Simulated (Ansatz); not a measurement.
# CH6BNO2Si: small, medium and large basis sets

One table from this session's results is given with a row withheld; the runs are named, their logs left out.

Program: Ansatz 0.2.0, Gaussian basis. Level of theory: one geometry, several basis sets. These are calculated values, not measurements.

The runs, in order: PBE0-D4/def2-SVP; ωB97M-V/def2-SVP; PBE0-D4/def2-QZVPP; ωB97M-V/def2-QZVPP; the functionals' def2-TZVPP values are taken from earlier runs.

## The relaxed structure

All runs share one geometry, relaxed beforehand with PBE0-D4 in a triple-zeta def2 set.

12 atoms, charge 0, spin multiplicity 1.

Atoms are counted from 1 here; the program's logs count them from 0.

Bond lengths: B1–Si2 2.025 Å, B1–N5 1.615 Å, B1–H7 1.207 Å, B1–H8 1.207 Å, Si2–O3 1.649 Å, Si2–C4 1.951 Å, Si2–H9 1.496 Å, O3–H10 0.958 Å, C4–N5 1.292 Å, C4–O6 1.319 Å, N5–H11 1.018 Å, O6–H12 0.969 Å. Angles: Si2–B1–N5 82.6°, Si2–B1–H7 118.1°, Si2–B1–H8 114.8°, N5–B1–H7 111.3°, N5–B1–H8 110.0°, H7–B1–H8 115.1°, B1–Si2–O3 124.5°, B1–Si2–C4 73.4°, B1–Si2–H9 123.2°, O3–Si2–C4 114.7°, O3–Si2–H9 108.2°, C4–Si2–H9 104.4°, Si2–O3–H10 117.3°, Si2–C4–N5 94.4°, Si2–C4–O6 139.8°, N5–C4–O6 125.7°, B1–N5–C4 109.1°, B1–N5–H11 127.8° and more.

Set-up of the first run:

Contents of in.yaml:

```yaml
crystal:
  periodic: [false, false, false]
  atoms:
    - {symbol: B, position_ang: [-0.166323, -1.280775, -0.871647]}
    - {symbol: Si, position_ang: [0.700837, -0.544789, 0.803790]}
    - {symbol: O, position_ang: [2.297801, -0.157129, 0.935240]}
    - {symbol: C, position_ang: [-0.426315, 0.877185, 0.086981]}
    - {symbol: N, position_ang: [-0.920768, 0.146929, -0.856732]}
    - {symbol: O, position_ang: [-0.744673, 2.133303, 0.334833]}
    - {symbol: H, position_ang: [-0.948858, -2.191463, -0.753543]}
    - {symbol: H, position_ang: [0.563116, -1.352986, -1.830157]}
    - {symbol: H, position_ang: [0.163955, -0.787738, 2.179331]}
    - {symbol: H, position_ang: [2.605142, 0.154241, 1.787453]}
    - {symbol: H, position_ang: [-1.660814, 0.468783, -1.477815]}
    - {symbol: H, position_ang: [-1.386101, 2.479341, -0.303836]}
basis:
  gaussian: {orbitals: def2-SVP}
hamiltonian: {xc: pbe0, dispersion: d4}
output: {orbitals: {seedname: orbitals}}
```

Steps of the session up to this table: PBE0-D4 in def2-SVP; ωB97M-V in def2-SVP; PBE0-D4 in def2-QZVPP; ωB97M-V in def2-QZVPP.

One table of the session follows, with a row left open; its other results are not shown here.

It belongs to the step «Functionals by basis». 

| functional | basis | HOMO (eV) |
| --- | --- | --- |
| PBE0-D4 | def2-SVP | -6.82 |
| PBE0-D4 | def2-TZVPP | -6.95 |
| PBE0-D4 | def2-QZVPP | ? |
| ωB97M-V | def2-SVP | -8.93 |
| ωB97M-V | def2-TZVPP | -9.09 |
| ωB97M-V | def2-QZVPP | -9.12 |

Estimate the missing values for PBE0-D4, def2-QZVPP.

As computed: HOMO (eV): -6.97. In the column «HOMO (eV)» it lies between ωB97M-V, def2-SVP (-8.93) and PBE0-D4, def2-TZVPP (-6.95).
